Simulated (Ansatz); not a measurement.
# BCl₂F + HCl + HF: a complex and its separated parts, part 2 of 3

Ansatz 0.2.0, Gaussian basis.

## 11. B3LYP-D4/def2-TZVPP

The inputs:

parta/in.yaml

```yaml
crystal:
  periodic: [false, false, false]
  atoms:
    - {symbol: B, position_ang: [-1.063577, -1.033334, -0.038802]}
    - {symbol: Cl, position_ang: [-0.934697, -2.479730, -0.995074]}
    - {symbol: Cl, position_ang: [-1.118109, -1.094755, 1.697930]}
    - {symbol: F, position_ang: [-1.120852, 0.129103, -0.640601]}
basis:
  gaussian: {orbitals: def2-TZVPP}
hamiltonian: {xc: {name: B3LYP}, dispersion: d4}
```

partb/in.yaml

```yaml
crystal:
  periodic: [false, false, false]
  atoms:
    - {symbol: Cl, position_ang: [2.219404, -0.379716, -0.021316]}
    - {symbol: H, position_ang: [1.820018, 0.829860, 0.091475]}
basis:
  gaussian: {orbitals: def2-TZVPP}
hamiltonian: {xc: {name: B3LYP}, dispersion: d4}
```

partc/in.yaml

```yaml
crystal:
  periodic: [false, false, false]
  atoms:
    - {symbol: H, position_ang: [-0.268434, 1.768405, -0.174285]}
    - {symbol: F, position_ang: [0.466146, 2.260167, 0.080673]}
basis:
  gaussian: {orbitals: def2-TZVPP}
hamiltonian: {xc: {name: B3LYP}, dispersion: d4}
```

One command serves all of them, each in its own folder.

Run with:

```console
$ ansatz run in.yaml --threads 8 --pin off --events-out ev --progress --plain --max-ram 19148MiB
```

parta printed, cut to the lines that bear on the results:

```text
Functional definition: B3LYP
  name "B3LYP"
  cite "Stephens, Devlin, Chabalowski & Frisch, J. Phys. Chem. 98, 11623 (1994) doi:10.1021/j100096a001"
  cite "Becke, Phys. Rev. A 38, 3098 (1988) doi:10.1103/PhysRevA.38.3098"
  cite "Lee, Yang & Parr, Phys. Rev. B 37, 785 (1988) doi:10.1103/PhysRevB.37.785"
  cite "Vosko, Wilk & Nusair, Can. J. Phys. 58, 1200 (1980) doi:10.1139/p80-159"
[...]
951 factors; their error is unknown
[...]
mean field -28445.37643869 eV, -1045.3483031531 hartree, gradient 6.7e-5 eV, S^2 0.000000; 0 other end points of the search recorded, 0 dependent functions left out
reference -28445.37665935 eV, -1045.3483112623 hartree; 24, 24 occupied and 122, 122 virtual orbitals, 951 factors
Total energy: -28445.53603654 eV, -1045.3541682661 hartree
```

partb printed, cut to the lines that bear on the results:

```text
[... 6 set-up lines as earlier in the session ...]
[...]
372 factors; their error is unknown
[...]
mean field -12539.99362890 eV, -460.8362659493 hartree, gradient 4.5e-5 eV, S^2 0.000000; 0 other end points of the search recorded, 0 dependent functions left out
reference -12539.99378096 eV, -460.8362715371 hartree; 9, 9 occupied and 47, 47 virtual orbitals, 372 factors
Total energy: -12540.00296745 eV, -460.8366091347 hartree
```

Log of partc, cut to the lines that bear on the results:

```text
[... 6 set-up lines as earlier in the session ...]
[...]
215 factors; their error is unknown
[...]
mean field -2734.54625647 eV, -100.4927213831 hartree, gradient 1.9e-5 eV, S^2 0.000000; 0 other end points of the search recorded, 0 dependent functions left out
reference -2734.54634731 eV, -100.4927247214 hartree; 5, 5 occupied and 40, 40 virtual orbitals, 215 factors
Total energy: -2734.54933700 eV, -100.4928345907 hartree
```

They took 0.55 s (parta), 0.15 s (partb), 0.1 s (partc) on 8 threads of Arm Neoverse V2, shared host.

## 12. r2SCAN0-D4/def2-TZVPP

Each input of step 11 (parta, partb, partc) changes in the same lines:

```diff
-hamiltonian: {xc: {name: B3LYP}, dispersion: d4}
+hamiltonian: {xc: {name: r2SCAN0}, dispersion: d4}
```

Each run has its own folder and the same command.

Run with:

```console
$ ansatz run in.yaml --threads 8 --pin off --events-out ev --progress --plain --max-ram 19148MiB
```

Output in parta, cut to the lines that bear on the results:

```text
Functional definition: r2SCAN0
  name "r2SCAN0"
  cite "Bursch, Neugebauer, Ehlert & Grimme, J. Chem. Phys. 156, 134105 (2022) doi:10.1063/5.0086040"
[... 3 set-up lines as earlier in the session ...]
[...]
975 factors; their error is unknown
[...]
mean field -28440.81330343 eV, -1045.1806110255 hartree, gradient 4.3e-5 eV, S^2 0.000000; 0 other end points of the search recorded, 0 dependent functions left out
reference -28440.81331022 eV, -1045.1806112749 hartree; 24, 24 occupied and 122, 122 virtual orbitals, 975 factors
Total energy: -28440.83850941 eV, -1045.1815373281 hartree
```

partb printed, cut to the lines that bear on the results:

```text
[... 6 set-up lines as earlier in the session ...]
[...]
384 factors; their error is unknown
[...]
mean field -12538.53748675 eV, -460.7827537121 hartree, gradient 4.5e-6 eV, S^2 0.000000; 0 other end points of the search recorded, 0 dependent functions left out
reference -12538.53749100 eV, -460.7827538684 hartree; 9, 9 occupied and 47, 47 virtual orbitals, 384 factors
Total energy: -12538.53894451 eV, -460.7828072836 hartree
```

Output in partc, cut to the lines that bear on the results:

```text
[... 6 set-up lines as earlier in the session ...]
[...]
215 factors; their error is unknown
[...]
mean field -2732.94547288 eV, -100.4338936714 hartree, gradient 6.6e-5 eV, S^2 0.000000; 0 other end points of the search recorded, 0 dependent functions left out
reference -2732.94547534 eV, -100.4338937619 hartree; 5, 5 occupied and 40, 40 virtual orbitals, 215 factors
Total energy: -2732.94597731 eV, -100.4339122089 hartree
```

Times: 1.1 s (parta), 0.35 s (partb), 0.3 s (partc) on 8 threads of Arm Neoverse V2, shared host.

## 13. BHLYP-D4/def2-TZVPP

The same edit goes into each in.yaml of step 12 (parta, partb, partc):

```diff
-hamiltonian: {xc: {name: r2SCAN0}, dispersion: d4}
+hamiltonian: {xc: {name: BHLYP}, dispersion: d4}
```

The same command starts each run, in its folder.

Run with:

```console
$ ansatz run in.yaml --threads 8 --pin off --events-out ev --progress --plain --max-ram 19148MiB
```

Output in parta, cut to the lines that bear on the results:

```text
Functional definition: BHLYP
  name "BHLYP"
  cite "Becke, J. Chem. Phys. 98, 1372 (1993) doi:10.1063/1.464304"
[... 2 set-up lines as earlier in the session ...]
[...]
1072 factors; their error is unknown
[...]
mean field -28443.27457853 eV, -1045.2710612169 hartree, gradient 1.4e-5 eV, S^2 0.000000; 0 other end points of the search recorded, 0 dependent functions left out
reference -28443.27472644 eV, -1045.2710666525 hartree; 24, 24 occupied and 122, 122 virtual orbitals, 1072 factors
Total energy: -28443.39996311 eV, -1045.2756690154 hartree
```

Log of partb, cut to the lines that bear on the results:

```text
[... 5 set-up lines as earlier in the session ...]
[...]
403 factors; their error is unknown
[...]
mean field -12539.47117381 eV, -460.8170660785 hartree, gradient 2.7e-5 eV, S^2 0.000000; 0 other end points of the search recorded, 0 dependent functions left out
reference -12539.47127730 eV, -460.8170698819 hartree; 9, 9 occupied and 47, 47 virtual orbitals, 403 factors
Total energy: -12539.47732363 eV, -460.8172920805 hartree
```

partc printed, cut to the lines that bear on the results:

```text
[... 5 set-up lines as earlier in the session ...]
[...]
234 factors; their error is unknown
[...]
mean field -2733.43315198 eV, -100.4518155479 hartree, gradient 1.2e-5 eV, S^2 0.000000; 0 other end points of the search recorded, 0 dependent functions left out
reference -2733.43321252 eV, -100.4518177725 hartree; 5, 5 occupied and 40, 40 virtual orbitals, 234 factors
Total energy: -2733.43494048 eV, -100.4518812738 hartree
```

Wall times: 0.6 s (parta), 0.15 s (partb), 0.1 s (partc) on 8 threads of Arm Neoverse V2, shared host.

## 14. CAM-B3LYP-D4/def2-TZVPP

The same edit goes into each in.yaml of step 13 (parta, partb, partc):

```diff
-hamiltonian: {xc: {name: BHLYP}, dispersion: d4}
+hamiltonian: {xc: {name: CAM-B3LYP}, dispersion: d4}
```

Each run has its own folder and the same command.

Run with:

```console
$ ansatz run in.yaml --threads 8 --pin off --events-out ev --progress --plain --max-ram 19148MiB
```

Log of parta, cut to the lines that bear on the results:

```text
Functional definition: CAM-B3LYP
  name "CAM-B3LYP"
  cite "Yanai, Tew & Handy, Chem. Phys. Lett. 393, 51 (2004) doi:10.1016/j.cplett.2004.06.011"
  cite "Iikura, Tsuneda, Yanai & Hirao, J. Chem. Phys. 115, 3540 (2001) doi:10.1063/1.1383587"
[... 2 set-up lines as earlier in the session ...]
[...]
951 factors; their error is unknown
167 factors; integrals over basis functions are off by at most 2.2e-5 eV
[...]
mean field -28444.27411931 eV, -1045.3077936632 hartree, gradient 6.6e-5 eV, S^2 0.000000; 0 other end points of the search recorded, 0 dependent functions left out
reference -28444.27422681 eV, -1045.3077976137 hartree; 24, 24 occupied and 122, 122 virtual orbitals, 951 factors
Total energy: -28444.35617739 eV, -1045.3108092419 hartree
```

partb printed, cut to the lines that bear on the results:

```text
[... 6 set-up lines as earlier in the session ...]
[...]
  # Exact exchange under (alpha + beta erf(omega r))/r, Becke's under what is left of 1/r.
[...]
372 factors; their error is unknown
66 factors; integrals over basis functions are off by at most 7.5e-5 eV
[...]
mean field -12539.88294310 eV, -460.8321983208 hartree, gradient 2.6e-5 eV, S^2 0.000000; 0 other end points of the search recorded, 0 dependent functions left out
reference -12539.88301737 eV, -460.8322010503 hartree; 9, 9 occupied and 47, 47 virtual orbitals, 372 factors
Total energy: -12539.88749894 eV, -460.8323657452 hartree
```

Output in partc, cut to the lines that bear on the results:

```text
[... 6 set-up lines as earlier in the session ...]
[...]
  # Exact exchange under (alpha + beta erf(omega r))/r, Becke's under what is left of 1/r.
[...]
215 factors; their error is unknown
48 factors; integrals over basis functions are off by at most 4.9e-5 eV
[...]
mean field -2733.85902606 eV, -100.4674661315 hartree, gradient 6.2e-5 eV, S^2 0.000000; 0 other end points of the search recorded, 0 dependent functions left out
reference -2733.85907019 eV, -100.4674677533 hartree; 5, 5 occupied and 40, 40 virtual orbitals, 215 factors
Total energy: -2733.86051051 eV, -100.4675206839 hartree
```

They took 0.65 s (parta), 0.2 s (partb), 0.15 s (partc) on 8 threads of Arm Neoverse V2, shared host.

## 15. wB97X-V/def2-TZVPP

The same edit goes into each in.yaml of step 14 (parta, partb, partc):

```diff
-hamiltonian: {xc: {name: CAM-B3LYP}, dispersion: d4}
+hamiltonian: {xc: {name: wB97X-V}}
```

One command serves all of them, each in its own folder.

Run with:

```console
$ ansatz run in.yaml --threads 8 --pin off --events-out ev --progress --plain --max-ram 19148MiB
```

parta printed, cut to the lines that bear on the results:

```text
Functional definition: wB97X-V
  name "wB97X-V"
  cite "Mardirossian & Head-Gordon, Phys. Chem. Chem. Phys. 16, 9904 (2014) doi:10.1039/C3CP54374A"
[... 2 set-up lines as earlier in the session ...]
[...]
      + integral(e_c_pw_opposite_spin*poly(b97_u_opposite, cos0, cos1)) + vv10(b, c)
945 factors; their error is unknown
153 factors; integrals over basis functions are off by at most 3.8e-5 eV
[...]
mean field -28439.71903935 eV, -1045.1403975623 hartree, gradient 5.0e-5 eV, S^2 0.000000; 0 other end points of the search recorded, 0 dependent functions left out
reference -28439.71903782 eV, -1045.1403975060 hartree; 24, 24 occupied and 122, 122 virtual orbitals, 945 factors
Total energy: -28439.71903782 eV, -1045.1403975060 hartree
```

partb printed, cut to the lines that bear on the results:

```text
[... 5 set-up lines as earlier in the session ...]
[...]
      + integral(e_c_pw_opposite_spin*poly(b97_u_opposite, cos0, cos1)) + vv10(b, c)
369 factors; their error is unknown
62 factors; integrals over basis functions are off by at most 9.0e-5 eV
[...]
mean field -12537.61273461 eV, -460.7487696978 hartree, gradient 5.7e-5 eV, S^2 0.000000; 0 other end points of the search recorded, 0 dependent functions left out
reference -12537.61273366 eV, -460.7487696629 hartree; 9, 9 occupied and 47, 47 virtual orbitals, 369 factors
Total energy: -12537.61273366 eV, -460.7487696629 hartree
```

partc printed, cut to the lines that bear on the results:

```text
[... 5 set-up lines as earlier in the session ...]
[...]
      + integral(e_c_pw_opposite_spin*poly(b97_u_opposite, cos0, cos1)) + vv10(b, c)
215 factors; their error is unknown
48 factors; integrals over basis functions are off by at most 2.2e-5 eV
[...]
mean field -2733.49560645 eV, -100.4541107070 hartree, gradient 1.0e-5 eV, S^2 0.000000; 0 other end points of the search recorded, 0 dependent functions left out
reference -2733.49560585 eV, -100.4541106852 hartree; 5, 5 occupied and 40, 40 virtual orbitals, 215 factors
Total energy: -2733.49560585 eV, -100.4541106852 hartree
```

They took 1.1 s (parta), 0.25 s (partb), 0.2 s (partc) on 8 threads of Arm Neoverse V2, shared host.

## 16. wB97M-V/def2-TZVPP

Each input of step 15 (parta, partb, partc) changes in the same lines:

```diff
-hamiltonian: {xc: {name: wB97X-V}}
+hamiltonian: {xc: {name: wB97M-V}}
```

Each run has its own folder and the same command.

Run with:

```console
$ ansatz run in.yaml --threads 8 --pin off --events-out ev --progress --plain --max-ram 19148MiB
```

Output in parta, cut to the lines that bear on the results:

```text
Functional definition: wB97M-V
  name "wB97M-V"
  cite "Mardirossian & Head-Gordon, J. Chem. Phys. 144, 214110 (2016) doi:10.1063/1.4952647"
[... 2 set-up lines as earlier in the session ...]
  # Of w^i u^j: cxij and so on, Table III.
[...]
  gx(w, u) = 1 - cx + cx01*u + cx10*w
[...]
      + integral(e_c_pw_mod_opposite_spin*gos(b97_w_opposite, b97_u_opposite)) + vv10(b, c)
945 factors; their error is unknown
153 factors; integrals over basis functions are off by at most 3.8e-5 eV
[...]
mean field -28442.54614185 eV, -1045.2442916629 hartree, gradient 2.1e-5 eV, S^2 0.000000; 0 other end points of the search recorded, 0 dependent functions left out
reference -28442.54617944 eV, -1045.2442930442 hartree; 24, 24 occupied and 122, 122 virtual orbitals, 945 factors
Total energy: -28442.54617944 eV, -1045.2442930442 hartree
```

Log of partb, cut to the lines that bear on the results:

```text
[... 5 set-up lines as earlier in the session ...]
  # Of w^i u^j: cxij and so on, Table III.
[...]
  gx(w, u) = 1 - cx + cx01*u + cx10*w
[...]
      + integral(e_c_pw_mod_opposite_spin*gos(b97_w_opposite, b97_u_opposite)) + vv10(b, c)
369 factors; their error is unknown
62 factors; integrals over basis functions are off by at most 9.0e-5 eV
[...]
mean field -12538.73839284 eV, -460.7901368748 hartree, gradient 5.7e-5 eV, S^2 0.000000; 0 other end points of the search recorded, 0 dependent functions left out
reference -12538.73841589 eV, -460.7901377218 hartree; 9, 9 occupied and 47, 47 virtual orbitals, 369 factors
Total energy: -12538.73841589 eV, -460.7901377218 hartree
```

Log of partc, cut to the lines that bear on the results:

```text
[... 5 set-up lines as earlier in the session ...]
  # Of w^i u^j: cxij and so on, Table III.
[...]
  gx(w, u) = 1 - cx + cx01*u + cx10*w
[...]
      + integral(e_c_pw_mod_opposite_spin*gos(b97_w_opposite, b97_u_opposite)) + vv10(b, c)
215 factors; their error is unknown
48 factors; integrals over basis functions are off by at most 2.2e-5 eV
[...]
mean field -2733.67553234 eV, -100.4607228615 hartree, gradient 1.2e-5 eV, S^2 0.000000; 0 other end points of the search recorded, 0 dependent functions left out
reference -2733.67554700 eV, -100.4607234005 hartree; 5, 5 occupied and 40, 40 virtual orbitals, 215 factors
Total energy: -2733.67554700 eV, -100.4607234005 hartree
```

Times: 1.4 s (parta), 0.3 s (partb), 0.2 s (partc) on 8 threads of Arm Neoverse V2, shared host.

## 17. B2PLYP/def2-TZVPP

The same edit goes into each in.yaml of step 16 (parta, partb, partc):

```diff
-hamiltonian: {xc: {name: wB97M-V}}
+hamiltonian: {xc: {name: B2PLYP}}
```

Each run has its own folder and the same command.

Run with:

```console
$ ansatz run in.yaml --threads 8 --pin off --events-out ev --progress --plain --max-ram 19148MiB
```

Log of parta, cut to the lines that bear on the results:

```text
Functional definition: B2PLYP
  name "B2PLYP"
  cite "Grimme, J. Chem. Phys. 124, 034108 (2006) doi:10.1063/1.2148954"
[... 2 set-up lines as earlier in the session ...]
[...]
909 factors; integrals over basis functions are off by at most 1.7e-3 eV
[...]
mean field -28429.11904726 eV, -1044.7508550378 hartree, gradient 2.0e-6 eV, S^2 0.000000; 0 other end points of the search recorded, 0 dependent functions left out
12 core orbitals not correlated: weight in the atoms' cores, before any rotation towards them, 1.000 or more for the frozen orbitals, at most 0.000 for the correlated occupied ones
reference -28429.11918553 eV, -1044.7508601192 hartree; 12, 12 occupied and 122, 122 virtual orbitals, 909 factors
second order -23.53229450 eV of doubles, -0.00000000 eV of singles
Total energy: -28435.47290505 eV, -1044.9843550047 hartree
```

Output in partb, cut to the lines that bear on the results:

```text
[... 5 set-up lines as earlier in the session ...]
[...]
322 factors; integrals over basis functions are off by at most 1.4e-3 eV
[...]
mean field -12534.13737145 eV, -460.6210524574 hartree, gradient 9.7e-6 eV, S^2 0.000000; 0 other end points of the search recorded, 0 dependent functions left out
5 core orbitals not correlated: weight in the atoms' cores, before any rotation towards them, 1.000 or more for the frozen orbitals, at most 0.000 for the correlated occupied ones
reference -12534.13746821 eV, -460.6210560131 hartree; 4, 4 occupied and 47, 47 virtual orbitals, 322 factors
second order -6.68489967 eV of doubles, -0.00000000 eV of singles
Total energy: -12535.94239112 eV, -460.6873857066 hartree
```

partc printed, cut to the lines that bear on the results:

```text
[... 5 set-up lines as earlier in the session ...]
[...]
287 factors; integrals over basis functions are off by at most 1.0e-3 eV
[...]
mean field -2730.72525088 eV, -100.3523020178 hartree, gradient 1.4e-6 eV, S^2 0.000000; 0 other end points of the search recorded, 0 dependent functions left out
1 core orbitals not correlated: weight in the atoms' cores, before any rotation towards them, 1.000 or more for the frozen orbitals, at most 0.000 for the correlated occupied ones
reference -2730.72530758 eV, -100.3523041016 hartree; 4, 4 occupied and 40, 40 virtual orbitals, 287 factors
second order -8.59399001 eV of doubles, -0.00000000 eV of singles
Total energy: -2733.04568489 eV, -100.4375763947 hartree
```

They took 0.9 s (parta), 0.2 s (partb), 0.15 s (partc) on 8 threads of Arm Neoverse V2, shared host.

## 18. PBE-QIDH/def2-TZVPP

Each input of step 17 (parta, partb, partc) changes in the same lines:

```diff
-hamiltonian: {xc: {name: B2PLYP}}
+hamiltonian: {xc: {name: PBE-QIDH}}
```

One command serves all of them, each in its own folder.

Run with:

```console
$ ansatz run in.yaml --threads 8 --pin off --events-out ev --progress --plain --max-ram 19148MiB
```

Output in parta, cut to the lines that bear on the results:

```text
Functional definition: PBE-QIDH
  name "PBE-QIDH"
  cite "Brémond, Sancho-García, Pérez-Jiménez & Adamo, J. Chem. Phys. 141, 031101 (2014) doi:10.1063/1.4890314"
[... 1 set-up line as earlier in the session ...]
[...]
909 factors; integrals over basis functions are off by at most 1.7e-3 eV
[...]
mean field -28420.58945469 eV, -1044.4373982925 hartree, gradient 1.3e-6 eV, S^2 0.000000; 0 other end points of the search recorded, 0 dependent functions left out
12 core orbitals not correlated: weight in the atoms' cores, before any rotation towards them, 1.000 or more for the frozen orbitals, at most 0.000 for the correlated occupied ones
reference -28420.58946419 eV, -1044.4373986416 hartree; 12, 12 occupied and 122, 122 virtual orbitals, 909 factors
second order -21.90333556 eV of doubles, -0.00000000 eV of singles
Total energy: -28427.89057604 eV, -1044.7057095532 hartree
```

partb printed, cut to the lines that bear on the results:

```text
[... 4 set-up lines as earlier in the session ...]
[...]
322 factors; integrals over basis functions are off by at most 1.4e-3 eV
[...]
mean field -12531.03298447 eV, -460.5069683400 hartree, gradient 2.4e-6 eV, S^2 0.000000; 0 other end points of the search recorded, 0 dependent functions left out
5 core orbitals not correlated: weight in the atoms' cores, before any rotation towards them, 1.000 or more for the frozen orbitals, at most 0.000 for the correlated occupied ones
reference -12531.03299084 eV, -460.5069685740 hartree; 4, 4 occupied and 47, 47 virtual orbitals, 322 factors
second order -6.22513665 eV of doubles, -0.00000000 eV of singles
Total energy: -12533.10803639 eV, -460.5832250915 hartree
```

Output in partc, cut to the lines that bear on the results:

```text
[... 4 set-up lines as earlier in the session ...]
[...]
287 factors; integrals over basis functions are off by at most 1.0e-3 eV
[...]
mean field -2728.92252250 eV, -100.2860529718 hartree, gradient 3.8e-6 eV, S^2 0.000000; 0 other end points of the search recorded, 0 dependent functions left out
1 core orbitals not correlated: weight in the atoms' cores, before any rotation towards them, 1.000 or more for the frozen orbitals, at most 0.000 for the correlated occupied ones
reference -2728.92252585 eV, -100.2860530950 hartree; 4, 4 occupied and 40, 40 virtual orbitals, 287 factors
second order -8.07149855 eV of doubles, -0.00000000 eV of singles
Total energy: -2731.61302537 eV, -100.3849271286 hartree
```

Times: 0.9 s (parta), 0.2 s (partb), 0.15 s (partc) on 8 threads of Arm Neoverse V2, shared host.

(Continued in part 3 of 3.)
